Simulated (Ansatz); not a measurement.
2 structures of MnSe: a ranking of polymorphs by energy, run with Ansatz's Python interface.

The script, `polymorphs_mnse.py`:
```python
# -*- coding: utf-8 -*-
"""Which structure of MnSe is lowest in energy, after relaxing cells and atoms."""

import warnings

import ansatz as az
import numpy as np
import spglib

ECUT = 620
K_SPACING = 0.27
SMEARING = "fermi_dirac"
SIGMA = 0.05

PHASES = {
    "F-43m": (
        [(0.0, 2.91, 2.91), (2.91, 0.0, 2.91), (2.91, 2.91, 0.0)],
        [
            ("Mn", (0.0, 0.0, 0.0)),
            ("Se", (0.25, 0.25, 0.25)),
        ],
    ),
    "Fm-3m": (
        [(0.0, 2.72, 2.72), (2.72, 0.0, 2.72), (2.72, 2.72, 0.0)],
        [
            ("Mn", (0.0, 0.0, 0.0)),
            ("Se", (0.5, 0.5, 0.5)),
        ],
    ),
}
MOMENTS = {"Mn": 4.0}  # parallel starting moments in muB


def build(vectors, sites):
    crystal = az.Crystal(lattice=az.Lattice.of(vectors))
    for symbol, position in sites:
        crystal = crystal.atom(symbol, position)
    return crystal

ELEMENTS = {"-"}


def run_phase(name, crystal):
    calc = crystal.calculation()
    calc = calc.functional(az.Functional.R2SCAN)
    calc = calc.basis(ECUT).kpoints(spacing=K_SPACING)
    calc = calc.occupations(SMEARING, width=SIGMA)
    calc = calc.spin("collinear").stress()
    calc = calc.band_table()
    if "Mn" in crystal.species() and name not in ELEMENTS:
        calc = calc.hubbard("Mn", "d", u_eff=6.0)
    calc = calc.relax(force_tolerance=0.03, cell=True)
    return calc.run(threads=1, pin="off")


def pressure_gpa(outcome):
    return float(np.trace(outcome.report["stress_gpa"]) / 3)


def space_group(outcome):
    sites = outcome.report["lattice"]["sites"]
    kinds = sorted({site["symbol"] for site in sites})
    cell = (outcome.lattice.cell_ang, [site["position_frac"] for site in sites], [kinds.index(site["symbol"]) for site in sites])
    return spglib.get_spacegroup(cell, symprec=0.01)


def main():
    warnings.simplefilter("ignore", az.DeckWarning)

    phases = {name: build(*cell) for name, cell in PHASES.items()}
    for name in ["F-43m", "Fm-3m"]:
        phases[name] = phases[name].moments({e: m for e, m in MOMENTS.items() if e in phases[name].species()})

    done = {}
    for name, crystal in phases.items():
        done[name] = run_phase(name, crystal)
        print(f"{name}: {done[name].report['energy_sigma0_ev']:.4f} eV, {len(done[name].lattice.sites)} atoms")

    energy = {name: o.report["energy_sigma0_ev"] / len(o.lattice.sites) for name, o in done.items()}
    lowest = min(energy.values())
    rows = [(name, len(o.lattice.sites), 1000 * (energy[name] - lowest), pressure_gpa(o), space_group(o), abs(o.report["magnetization_mub"]) / len(o.lattice.sites)) for name, o in done.items()]
    rows.sort(key=lambda row: row[2])
    print("| phase | atoms | dE (meV/atom) | P (GPa) | space group | M (muB/atom) |")
    print("| --- | --- | --- | --- | --- | --- |")
    for row in rows:
        print(f"| {row[0]} | {row[1]:d} | {row[2]:.1f} | {row[3]:.2f} | {row[4]} | {row[5]:.2f} |")


if __name__ == "__main__":
    main()
```

Which of these structures comes out lowest, and how far apart are they?

By space group at the end of each run: F-43m (+0 meV an atom, 27.5 Å³) and Fm-3m (+31 meV an atom, 21.7 Å³).

The output:

`python polymorphs_mnse.py` gives:
```text
F-43m: -9383.1935 eV, 2 atoms
Fm-3m: -9383.1310 eV, 2 atoms
| phase | atoms | dE (meV/atom) | P (GPa) | space group | M (muB/atom) |
| --- | --- | --- | --- | --- | --- |
| F-43m | 2 | 0.0 | 0.01 | F-43m (216) | 2.50 |
| Fm-3m | 2 | 31.3 | 0.02 | Fm-3m (225) | 2.50 |
```

Caveats:
- Absolute energies stand on the zero of these potentials, so only differences at equal settings mean something.
- Other magnetic orders than the one started from may lie lower.
- Pressure is positive in compression.
- The cells come from databases of deposited and of computed structures, and not all need be stable phases.
- The ranking holds among these structures alone, at zero temperature; the ground state may be another structure. Magnetic phases start from parallel moments and may not end in their lowest magnetic state. Differences under 10 to 15 meV an atom lie within the error of mesh and functional.
- The script silences the warnings on its input, which a real study should read.
- Timing: 3.1 min on 1 thread of Intel(R) Xeon(R) Platinum 8375C CPU @ 2.90GHz (Ice Lake) (shared host), peak memory 0.79 GiB.

(A comment or docstring line of the script was reworded after the run, the code is as it ran; lines on the test bed's own set-up are left out of the output.)
